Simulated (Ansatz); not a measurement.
# C4H8Sn: a ladder of functionals and wavefunction methods

An exercise on one series of results from a longer session: the logs are not shown, and one member is left open.

Computed with Ansatz 0.2.0, Gaussian basis. Level: functionals in def2-TZVPP, the program's frozen cores in correlated methods.

The runs, in order: PBE-D4, r2SCAN-D4, PBE0-D4, B3LYP-D4, ωB97X-V, ωB97M-V, B2PLYP; CCSD(T)/def2-TZVPP; MP2/def2-QZVPP; extrapolation to the limit.

### The geometry

All runs share one geometry, relaxed beforehand with PBE0-D4 in a triple-zeta def2 set. Sn takes the def2 core potential; no spin-orbit term is included.

SMILES `C#C[CH](C)[SnH3]`, 13 atoms, charge 0, spin multiplicity 1.

Atoms are counted from 1 here; the program's logs count them from 0.

Bond lengths: C1–C2 1.203 Å, C1–H6 1.064 Å, C2–C3 1.442 Å, C3–C4 1.528 Å, C3–Sn5 2.178 Å, C3–H7 1.095 Å, C4–H8 1.093 Å, C4–H9 1.092 Å, C4–H10 1.092 Å, Sn5–H11 1.712 Å, Sn5–H12 1.706 Å, Sn5–H13 1.705 Å. Angles: C2–C1–H6 179.4°, C1–C2–C3 178.1°, C2–C3–C4 113.2°, C2–C3–Sn5 107.5°, C2–C3–H7 109.2°, C4–C3–Sn5 111.3°, C4–C3–H7 110.0°, Sn5–C3–H7 105.4°, C3–C4–H8 110.7°, C3–C4–H9 110.9°, C3–C4–H10 111.2°, H8–C4–H9 108.1°, H8–C4–H10 107.6°, H9–C4–H10 108.2°, C3–Sn5–H11 108.5°, C3–Sn5–H12 108.0°, C3–Sn5–H13 109.8°, H11–Sn5–H12 109.8° and more.

The first run:

The input, in.yaml:

```yaml
crystal:
  periodic: [false, false, false]
  atoms:
    - {symbol: C, position_ang: [-1.026762, 2.309680, -0.555692]}
    - {symbol: C, position_ang: [-0.297275, 1.378028, -0.336730]}
    - {symbol: C, position_ang: [0.537582, 0.234610, -0.065215]}
    - {symbol: C, position_ang: [0.789688, 0.013899, 1.425915]}
    - {symbol: Sn, position_ang: [-0.415097, -1.501843, -0.971524]}
    - {symbol: H, position_ang: [-1.663331, 3.139340, -0.751307]}
    - {symbol: H, position_ang: [1.489912, 0.350625, -0.592047]}
    - {symbol: H, position_ang: [1.281381, 0.884729, 1.867792]}
    - {symbol: H, position_ang: [1.429284, -0.856503, 1.589149]}
    - {symbol: H, position_ang: [-0.146446, -0.144633, 1.965273]}
    - {symbol: H, position_ang: [0.588638, -2.865633, -0.719089]}
    - {symbol: H, position_ang: [-1.917564, -1.740588, -0.200242]}
    - {symbol: H, position_ang: [-0.629710, -1.236410, -2.641581]}
basis:
  gaussian: {orbitals: def2-TZVPP}
hamiltonian: {xc: pbe, dispersion: d4}
output: {forces: true, orbitals: {seedname: orbitals}}
```

Run with:

```bash
ansatz run in.yaml --threads 2 --pin off --events-out ev --progress --plain --max-ram 20480MiB --backend cuda --devices 0, --max-vram 18GiB
```

Steps of the session up to this table: PBE-D4 (GGA); r2SCAN-D4 (meta-GGA); PBE0-D4 (hybrid); B3LYP-D4 (hybrid); ωB97X-V (range-separated); ωB97M-V (range-separated); B2PLYP (double hybrid); CCSD(T) in def2-TZVPP; MP2 in def2-QZVPP.

One of the session's tables, all rows but one given; the rest of the session is left out.

| method | atoms, summed (eV) | atomisation energy (kJ/mol) |
| --- | --- | --- |
| PBE-D4 | -10052.707 | 4860.7 |
| r2SCAN-D4 | -10059.008 | 4775.5 |
| PBE0-D4 | ? | ? |
| B3LYP-D4 | -10062.297 | 4769.8 |
| ωB97X-V | -10057.731 | 4780.0 |
| ωB97M-V | -10055.825 | 4777.6 |
| B2PLYP | -10050.324 | 4722.4 |
| HF/def2-TZVPP | -10016.737 | 3503.7 |
| MP2/def2-TZVPP | -10031.134 | 4718.3 |
| CCSD/def2-TZVPP | -10033.273 | 4601.6 |
| CCSD(T)/def2-TZVPP | -10033.657 | 4675.2 |
| MP2/CBS | -10042.250 | 4826.5 |
| CCSD(T)/CBS | -10044.772 | 4783.4 |

Estimate the missing values for PBE0-D4.

As computed: atoms, summed (eV): -10054.294; atomisation energy (kJ/mol): 4790.9. In the column «atoms, summed (eV)» it lies between ωB97M-V (-10055.825) and PBE-D4 (-10052.707).
